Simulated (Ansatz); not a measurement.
**CH₃F₃GeS: how energies converge with the basis set**

One table from this session's results is given with a row withheld; the runs are named, their logs left out.

Program: Ansatz 0.2.0, Gaussian basis. Level of theory: one geometry, several basis sets. These are calculated values, not measurements.

The runs, in order: PBE0-D4/def2-SVP; ωB97M-V/def2-SVP; PBE0-D4/def2-QZVPP; ωB97M-V/def2-QZVPP; the functionals' def2-TZVPP values are taken from earlier runs.

### Structure used throughout

An earlier PBE0-D4 in a triple-zeta def2 set relaxation fixed the geometry.

SMILES `C[S][Ge]([F])([F])[F]`, 9 atoms, charge 0, spin multiplicity 1.

Atoms are counted from 1 here; the program's logs count them from 0.

Bond lengths: C1–S2 1.823 Å, C1–H7 1.089 Å, C1–H8 1.088 Å, C1–H9 1.088 Å, S2–Ge3 2.159 Å, Ge3–F4 1.713 Å, Ge3–F5 1.706 Å, Ge3–F6 1.713 Å. Angles: S2–C1–H7 105.2°, S2–C1–H8 111.1°, S2–C1–H9 111.1°, H7–C1–H8 109.1°, H7–C1–H9 109.2°, H8–C1–H9 110.9°, C1–S2–Ge3 97.8°, S2–Ge3–F4 113.6°, S2–Ge3–F5 111.4°, S2–Ge3–F6 113.6°, F4–Ge3–F5 107.0°, F4–Ge3–F6 103.7°, F5–Ge3–F6 107.1°.

The first run:

Input file in.yaml:

```yaml
crystal:
  periodic: [false, false, false]
  atoms:
    - {symbol: C, position_ang: [-0.093021, -1.230945, 0.966228]}
    - {symbol: S, position_ang: [1.329514, -0.414074, 0.171217]}
    - {symbol: Ge, position_ang: [0.234081, 1.109710, -0.896789]}
    - {symbol: F, position_ang: [-0.922106, 0.480827, -1.993061]}
    - {symbol: F, position_ang: [1.281478, 2.113117, -1.795715]}
    - {symbol: F, position_ang: [-0.688488, 2.131573, 0.122411]}
    - {symbol: H, position_ang: [0.335359, -2.043681, 1.551619]}
    - {symbol: H, position_ang: [-0.772770, -1.645254, 0.224147]}
    - {symbol: H, position_ang: [-0.615648, -0.547574, 1.632743]}
basis:
  gaussian: {orbitals: def2-SVP}
hamiltonian: {xc: pbe0, dispersion: d4}
output: {orbitals: {seedname: orbitals}}
```

Run with:

```console
> ansatz run in.yaml --threads 4 --pin off --events-out ev --progress --plain --max-ram 11315MiB
```

Among the steps run: PBE0-D4 in def2-SVP; ωB97M-V in def2-SVP; PBE0-D4 in def2-QZVPP; ωB97M-V in def2-QZVPP.

One table of the session follows, with a row left open; its other results are not shown here.

It belongs to the step «Functionals by basis». 

```
functional       basis  HOMO (eV)
   PBE0-D4    def2-SVP          ?
   PBE0-D4  def2-TZVPP      -8.14
   PBE0-D4  def2-QZVPP      -8.17
   ωB97M-V    def2-SVP     -10.29
   ωB97M-V  def2-TZVPP     -10.36
   ωB97M-V  def2-QZVPP     -10.40
```

Estimate the missing values for PBE0-D4, def2-SVP.

The run gave: HOMO (eV): -8.10. In the column «HOMO (eV)» it is the highest.
